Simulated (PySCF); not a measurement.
# C₆H₆ClFO: magnetic properties

What do calculations give for the magnetic properties of C₆H₆ClFO (`O=C1C=C[C@](F)(CCl)C1`)?

Programs: PySCF 2.14.0, with routines of our own; each step states its level. All values are computed. Atoms count from 0.

## (1) The system as given

15 atoms, charge 0, multiplicity 1; geometry from: GFN2-xTB.

## (2) Magnetic properties: GIAO CAM-B3LYP/pcSseg-1

The job: settings as JSON, then the geometry in Å.

```
{"job": {"kind": "mag", "xc": "CAM-B3LYP", "basis": "pcSseg-1", "isotopologues": 0}, "charge": 0, "multiplicity": 1}
O      2.536814    -0.121705     1.448747
C      1.644106    -0.031831     0.650778
C      1.407977     1.065177    -0.311569
C      0.266545     0.884859    -0.966767
C     -0.464762    -0.348064    -0.502623
F     -0.771738    -1.160889    -1.589811
C     -1.807742    -0.006473     0.151421
Cl    -1.553648     1.052323     1.555308
C      0.524146    -1.042153     0.435585
H      2.098228     1.881199    -0.427309
H     -0.154647     1.511877    -1.733060
H     -2.300202    -0.917863     0.491780
H     -2.448397     0.516950    -0.559016
H      0.933704    -1.929672    -0.049934
H      0.085202    -1.345745     1.384558
```

With the program's defaults for keys left out, this is: GIAO CAM-B3LYP/pcSseg-1 magnetisability, rotational g tensor and spin-rotation constants, non-relativistic, gas phase.

Run with:

```
$ OMP_NUM_THREADS=1 python excited_run.py task.json out
```

The driver reads the jobs from task.json and runs them one after another.

Output:

```text
coarse grid: 14032 points
cycle   1  E = -866.9950681997  dE =  1.731e+00  |g| = 1.002e+00  |ddm| = 3.566e+00
cycle   2  E = -866.6756976758  dE =  3.194e-01  |g| = 1.696e+00  |ddm| = 2.787e+00
cycle   3  E = -867.1920554844  dE = -5.164e-01  |g| = 1.433e-01  |ddm| = 1.957e+00
cycle   4  E = -867.1953491169  dE = -3.294e-03  |g| = 8.011e-02  |ddm| = 1.672e-01
cycle   5  E = -867.1964573145  dE = -1.108e-03  |g| = 1.781e-02  |ddm| = 7.334e-02
cycle   6  E = -867.1965201812  dE = -6.287e-05  |g| = 6.173e-03  |ddm| = 1.976e-02
cycle   7  E = -867.1965289348  dE = -8.754e-06  |g| = 1.726e-03  |ddm| = 9.013e-03
final grid: 134040 points
cycle   8  E = -867.2797057585  dE = -3.042e-05  |g| = 6.085e-03  |ddm| = 1.919e-02
cycle   9  E = -867.2796987800  dE =  6.979e-06  |g| = 8.983e-03  |ddm| = 1.105e-02
cycle  10  E = -867.2797127286  dE = -1.395e-05  |g| = 8.566e-04  |ddm| = 7.253e-03
cycle  11  E = -867.2797128493  dE = -1.207e-07  |g| = 3.081e-04  |ddm| = 8.181e-04
cycle  12  E = -867.2797128653  dE = -1.595e-08  |g| = 1.072e-04  |ddm| = 3.942e-04
cycle  13  E = -867.2797128681  dE = -2.768e-09  |g| = 2.291e-05  |ddm| = 1.045e-04
cycle  14  E = -867.2797128684  dE = -3.847e-10  |g| = 9.629e-06  |ddm| = 5.889e-05
converged SCF energy = -867.2797128684

Magnetisability tensor (1e-30 J/T^2)
    -1198.59       53.33      134.11
       53.33    -1278.47     -181.81
      134.11     -181.81    -1335.64
isotropic -1270.90   principal values   -1545.65  -1178.29  -1088.76
isotropic susceptibility -76.535 1e-6 cm^3/mol

Inertial axes            a          b          c
rot. const./GHz      1.7229     1.2799     0.9393
chi total           -73.073    -87.792    -68.741
chi diamagnetic    -754.980  -1004.136  -1276.158
chi paramagnetic    681.907    916.344   1207.417
quadrupole/D A       -4.403     -7.055     11.459
g nuclear            0.5249     0.5407     0.5120
g electronic        -0.5519    -0.5510    -0.5328
g total             -0.0271    -0.0103    -0.0208

Spin-rotation constants (kHz, H = +C I.J)
atom  isotope        aa         bb         cc
  5    19F        1.147      0.862      0.723
  7   35Cl        0.323      0.069      0.226
  9     1H       -0.099     -0.133      0.038
 10     1H       -0.121     -0.118      0.053
 11     1H       -0.127     -0.150      0.021
 12     1H       -0.043     -0.131     -0.042
 13     1H       -0.142     -0.040     -0.067
 14     1H       -0.167     -0.092     -0.016
  0    17O*      -1.172     -0.474     -0.649
  1    13C*       0.695      0.443      0.520
  2    13C*       0.506      0.285      0.487
  3    13C*       0.536      0.311      0.535
  4    13C*       0.550      0.272      0.274
  6    13C*       0.340      0.220      0.203
  8    13C*       0.309      0.253      0.192
* in the singly substituted isotopologue
```

Wall time 48 s (1 thread of Arm Neoverse V2, shared host); peak memory 0.96 GiB.

From this job:

```tsv
quantity	value
magnetisability	-1271·10⁻³⁰ J/T²
molar susceptibility	-76.5·10⁻⁶ cm³/mol
rotational g (a, b, c)	-0.0271, -0.0103, -0.0208
```

## (3) Magnetic properties: GIAO KT3/pcSseg-1

The job, as its differences from that of step 2:

```diff
@@ -1,2 +1,2 @@
-{"job": {"kind": "mag", "xc": "CAM-B3LYP", "basis": "pcSseg-1", "isotopologues": 0}, "charge": 0, "multiplicity": 1}
+{"job": {"kind": "mag", "xc": "KT3", "basis": "pcSseg-1", "scf": {"conv": 1e-06, "guess": "vsap"}}, "charge": 0, "multiplicity": 1}
 O      2.536814    -0.121705     1.448747
```

Level: GIAO KT3/pcSseg-1 magnetisability, rotational g tensor and spin-rotation constants, non-relativistic, gas phase.

Output:

```text
final grid: 134040 points
cycle   1  E = -846.0337162240  dE =  2.754e+01  |g| = 8.888e+00  |ddm| = 3.271e+01
cycle   2  E = -782.9175720221  dE =  6.312e+01  |g| = 1.478e+01  |ddm| = 3.466e+01
cycle   3  E = -854.1294900330  dE = -7.121e+01  |g| = 7.298e+00  |ddm| = 2.056e+01
cycle   4  E = -851.2360245772  dE =  2.893e+00  |g| = 7.194e+00  |ddm| = 2.310e+01
cycle   5  E = -869.9126000010  dE = -1.868e+01  |g| = 4.559e+00  |ddm| = 1.698e+01
cycle   6  E = -875.1492491916  dE = -5.237e+00  |g| = 2.462e+00  |ddm| = 1.031e+01
cycle   7  E = -873.5473394302  dE =  1.602e+00  |g| = 2.939e+00  |ddm| = 4.239e+00
cycle   8  E = -876.2073302310  dE = -2.660e+00  |g| = 1.009e+00  |ddm| = 3.639e+00
cycle   9  E = -876.4186375489  dE = -2.113e-01  |g| = 5.760e-01  |ddm| = 1.349e+00
cycle  10  E = -876.4841546188  dE = -6.552e-02  |g| = 1.289e-01  |ddm| = 6.445e-01
cycle  11  E = -876.4862471529  dE = -2.093e-03  |g| = 6.967e-02  |ddm| = 1.687e-01
cycle  12  E = -876.4873300934  dE = -1.083e-03  |g| = 1.701e-02  |ddm| = 7.262e-02
cycle  13  E = -876.4873944807  dE = -6.439e-05  |g| = 9.056e-03  |ddm| = 2.442e-02
cycle  14  E = -876.4874115147  dE = -1.703e-05  |g| = 3.607e-03  |ddm| = 1.106e-02
cycle  15  E = -876.4874147893  dE = -3.275e-06  |g| = 1.283e-03  |ddm| = 4.053e-03
cycle  16  E = -876.4874151254  dE = -3.361e-07  |g| = 3.741e-04  |ddm| = 1.665e-03
converged SCF energy = -876.4874151254

Magnetisability tensor (1e-30 J/T^2)
    -1164.54       52.42      130.94
       52.42    -1249.36     -175.98
      130.94     -175.98    -1306.02
isotropic -1239.97   principal values   -1508.62  -1148.12  -1063.18
isotropic susceptibility -74.673 1e-6 cm^3/mol

Inertial axes            a          b          c
rot. const./GHz      1.7229     1.2799     0.9393
chi total           -71.012    -85.742    -67.265
chi diamagnetic    -752.677  -1002.204  -1273.188
chi paramagnetic    681.665    916.462   1205.923
quadrupole/D A       -4.235     -6.259     10.494
g nuclear            0.5249     0.5407     0.5120
g electronic        -0.5517    -0.5511    -0.5322
g total             -0.0269    -0.0104    -0.0201

Spin-rotation constants (kHz, H = +C I.J)
atom  isotope        aa         bb         cc
  5    19F        1.452      0.969      0.877
  7   35Cl        0.356      0.079      0.235
  9     1H       -0.096     -0.130      0.037
 10     1H       -0.116     -0.115      0.052
 11     1H       -0.123     -0.146      0.024
 12     1H       -0.038     -0.129     -0.039
 13     1H       -0.139     -0.037     -0.067
 14     1H       -0.162     -0.091     -0.014
  0    17O*      -1.079     -0.442     -0.602
  1    13C*       0.652      0.422      0.475
  2    13C*       0.484      0.280      0.440
  3    13C*       0.519      0.307      0.482
  4    13C*       0.539      0.273      0.270
  6    13C*       0.343      0.222      0.203
  8    13C*       0.300      0.244      0.188
* in the singly substituted isotopologue
```

It took 47 s on 1 thread of Arm Neoverse V2, shared host; peak memory 0.84 GiB.

Key values:

```tsv
quantity	value
magnetisability	-1240·10⁻³⁰ J/T²
molar susceptibility	-74.7·10⁻⁶ cm³/mol
rotational g (a, b, c)	-0.0269, -0.0104, -0.0201
```

## (4) The levels compared

```tsv
level	ξ (10⁻³⁰ J/T²)	g(a)	g(b)	gap (eV)	functions	time
GIAO CAM-B3LYP/pcSseg-1	-1271	-0.0271	-0.0103	8.25	190	48 s
GIAO KT3/pcSseg-1	-1240	-0.0269	-0.0104	3.26	190	47 s
```

## (5) Outcome

| quantity | value |
| --- | --- |
| magnetisability (step 2, GIAO CAM-B3LYP/pcSseg-1) | -1271·10⁻³⁰ J/T² |
| molar susceptibility (step 2, GIAO CAM-B3LYP/pcSseg-1) | -76.5·10⁻⁶ cm³/mol |
| rotational g (a, b, c) (step 2, GIAO CAM-B3LYP/pcSseg-1) | -0.0271, -0.0103, -0.0208 |
| magnetisability over the levels | -1271 to -1240·10⁻³⁰ J/T² |

What this shows: The magnetisability spreads by 2.5 % over 2 levels of like cost. Two levels can agree by chance, so this spread shows no convergence. Vibrational averaging and real surroundings are missing from these values.
